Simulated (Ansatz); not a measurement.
# AsH2OS− (SMILES [O-][AsH]S): single points off equilibrium

A test off equilibrium: a structure displaced at random from a GFN2-xTB minimum is computed at several levels, and each is set against CCSD(T).

Method: single points in def2-TZVPPD; program: Ansatz 0.2.0, Gaussian basis.

Cores are frozen in the correlated methods. Filled d shells of the heavier atoms are correlated.

## 1. The system as given

5 atoms, charge -1, spin multiplicity 1.

Atoms are counted from 1 here; the program's logs count them from 0.

Bond lengths: O1–As2 1.571 Å, As2–S3 2.372 Å, As2–H4 1.636 Å, S3–H5 1.325 Å. Angles: O1–As2–S3 103.3°, O1–As2–H4 104.8°, S3–As2–H4 88.3°, As2–S3–H5 90.2°.

Coordinates:

```xyz
5
AsH2OS
O    -1.1078   -0.3149    1.1851
As   -0.8986    0.3330   -0.2310
S     1.4591    0.3282   -0.4921
H    -0.9684   -0.9203   -1.2797
H     1.6064    0.5706    0.8018
```

## 2. CCSD(T)/def2-TZVPPD

File run/in.yaml:

```yaml
crystal:
  periodic: [false, false, false]
  atoms:
    - {symbol: O, position_ang: [-1.107800, -0.314900, 1.185100]}
    - {symbol: As, position_ang: [-0.898600, 0.333000, -0.231000]}
    - {symbol: S, position_ang: [1.459100, 0.328200, -0.492100]}
    - {symbol: H, position_ang: [-0.968400, -0.920300, -1.279700]}
    - {symbol: H, position_ang: [1.606400, 0.570600, 0.801800]}
basis:
  gaussian: {orbitals: "def2-TZVPPD.json"}
total_charge: -1
correlation: {method: ccsd_t}
output: {forces: true}
```

The basis file named in the input lies beside it (Basis Set Exchange, JSON).

No record of the launch command was kept for these runs.

## 3. PBE0-D4/def2-TZVPPD

run/in.yaml, as its differences from that of step 2:

```diff
@@ -11,3 +11,3 @@
 total_charge: -1
-correlation: {method: ccsd_t}
-output: {forces: true}
+hamiltonian: {xc: pbe0, dispersion: d4}
+output: {forces: true, orbitals: {seedname: orbitals}}
```

## 4. wB97M-V/def2-TZVPPD

run/in.yaml, as its differences from that of step 3:

```diff
@@ -11,3 +11,3 @@
 total_charge: -1
-hamiltonian: {xc: pbe0, dispersion: d4}
-output: {forces: true, orbitals: {seedname: orbitals}}
+hamiltonian: {xc: {name: wB97M-V}}
+output: {forces: true}
```

## 5. r2SCAN-D4/def2-TZVPPD

run/in.yaml, as its differences from that of step 4:

```diff
@@ -11,3 +11,3 @@
 total_charge: -1
-hamiltonian: {xc: {name: wB97M-V}}
+hamiltonian: {xc: r2scan, dispersion: d4}
 output: {forces: true}
```

## 6. PBE-D4/def2-TZVPPD

run/in.yaml, as its differences from that of step 5:

```diff
@@ -11,3 +11,3 @@
 total_charge: -1
-hamiltonian: {xc: r2scan, dispersion: d4}
+hamiltonian: {xc: pbe, dispersion: d4}
 output: {forces: true}
```

## 7. LC-wPBE/def2-TZVPPD

run/in.yaml, as its differences from that of step 6:

```diff
@@ -11,3 +11,3 @@
 total_charge: -1
-hamiltonian: {xc: pbe, dispersion: d4}
+hamiltonian: {xc: {name: LC-wPBE}}
 output: {forces: true}
```

## 8. HSE06-D4/def2-TZVPPD

run/in.yaml, as its differences from that of step 7:

```diff
@@ -11,3 +11,3 @@
 total_charge: -1
-hamiltonian: {xc: {name: LC-wPBE}}
+hamiltonian: {xc: hse06, dispersion: d4}
 output: {forces: true}
```

(Steps that only read results are left out.)

Q: Predict the outcome of this session. Wanted: RMS force component; RMS force error; HOMO and LUMO, PBE0-D4; T1 diagnostic.

**Answer**, as computed:

```
              quantity                                                                                            value
   RMS force component                                                             1.648 to 2.101 eV/Å over the methods
       RMS force error  PBE0-D4 0.150, wB97M-V 0.120, r2SCAN-D4 0.112, PBE-D4 0.287, LC-wPBE 0.292, HSE06-D4 0.149 eV/Å
HOMO and LUMO, PBE0-D4                                                                                -0.89 and 3.62 eV
         T1 diagnostic                                                                                            0.016
```

In words: For forces r2SCAN-D4 does best and LC-wPBE worst. Frozen-core CCSD(T) forces in triple zeta carry basis errors of their own, and this is one geometry, so small gaps rank nothing.
